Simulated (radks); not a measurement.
# Ionising platinum step by step, Pt²⁰⁺ to Pt³⁹⁺

An exercise on one series of results from a longer session: the logs are not shown, and one member is left open.

Method: Dirac Kohn-Sham, LB94 model potential, spin-unpolarised, spherical densities, finite nucleus; open shells fill j = l - 1/2 first. Code: radks (a radial shooting solver on a logarithmic mesh, Libxc functionals) version 1.

### The atom as given

* element: platinum (Z = 78)
* charges: 20 to 39
* first configuration: [Kr] 4d10 4f12
* last configuration: [Kr] 4d3

LB94 adds a gradient term to the LDA potential that gives it a −1/r tail. It is a model potential with no energy functional, so Etot and Exc are not given.

Set-up of the first run:

Input:

```text
Z 78
configuration [Kr] 4d10 4f12
relativity Dirac
functional lda,pw
model_potential LB94
spin unpolarised
j_filling energy
nucleus finite rms 5.427 fm
c 137.035999084
```

Among the steps run: Pt²⁰⁺, [Kr] 4d10 4f12.

One of the session's tables, all rows but one given; the rest of the session is left out.

It belongs to the step «Pt²⁰⁺, [Kr] 4d10 4f12». Sizes of the orbitals, from the radial functions (bohr):

| level | <r> | outermost maximum (interpolated) | 90 % within | nodes |
| --- | --- | --- | --- | --- |
| 3d5/2 | 0.1716 | 0.141 | 0.266 | 0 |
| 4s1/2 | 0.4115 | 0.389 | 0.590 | 3 |
| 4p1/2 | 0.4131 | 0.386 | 0.599 | 2 |
| 4p3/2 | 0.4455 | 0.417 | 0.644 | 2 |
| 4d3/2 | 0.4502 | 0.409 | 0.669 | 1 |
| 4d5/2 | ? | ? | ? | ? |
| 4f5/2 | 0.4657 | 0.370 | 0.729 | 0 |
| 4f7/2 | 0.4706 | 0.374 | 0.735 | 0 |

Q: Estimate the row for 4d5/2 from the others.

As computed: <r>: 0.4603; outermost maximum (interpolated): 0.418; 90 % within: 0.683; nodes: 1. In the column «<r>» it lies between 4d3/2 (0.4502) and 4f5/2 (0.4657).

Limits of these values: Spin polarisation and multiplet splitting are left out.
